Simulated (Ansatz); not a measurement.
# KReSe2 under changes of volume

One of the cells (24.310 Å³/atom); the others are scaled copies at fixed shape and fractional positions:

```
K Re Se
1.0
     1.97744    1.14168    7.17886
    -1.97744    1.14168    7.17886
     0.00000   -2.28335    7.17886
K Re Se
1 1 2
Direct
  0.50000 0.50000 0.50000
  0.00000 0.00000 0.00000
  0.26670 0.26670 0.26670
  0.73330 0.73330 0.73330
```

The cell comes from a database or a generator and needn't be the stable form of this composition.

* Program: Ansatz 0.2.0
* Functional: PBE
* Potentials or basis: Ansatz PAW
* Cutoff: 420 eV (not typed: the program's choice for these potentials)
* k mesh: 8 × 8 × 8
* Occupations: fermi-dirac, width 0.05 eV
* Spin: no spin polarisation

```csv
volume (Å³/atom),energy over the lowest point (meV/atom),pressure (GPa),largest force (eV/Å)
22.852,0.00,-2.1,1.650
23.338,8.79,-3.5,1.748
23.824,21.73,-4.8,1.835
24.310,?,?,?
24.797,58.15,-6.9,1.980
25.283,80.79,-7.8,2.040
25.769,105.90,-8.6,2.092
```

Task: What does the run at 24.310 Å³/atom give?

Result: Energy over the lowest point 38.33 meV/atom; pressure -5.9 GPa; largest force 1.912 eV/Å.

Worked out: A Birch-Murnaghan fit of order 3 (a polynomial in V^(-2/3)) to the other rows has its minimum at 22.23 Å³/atom, just outside them, with B0 = V·E''(V) = 83 GPa and B' = 4.8 at fixed shape and positions, which overstates the stiffness. It gives 38.31 meV/atom at 24.310 Å³/atom, against the run's 38.33, and -dE/dV = -6.0 GPa, against -5.9.

Energies are extrapolated to zero smearing.

Caveats: forces of over 1 eV/Å show positions far from the minimum, so gaps and moduli don't describe the material at rest.
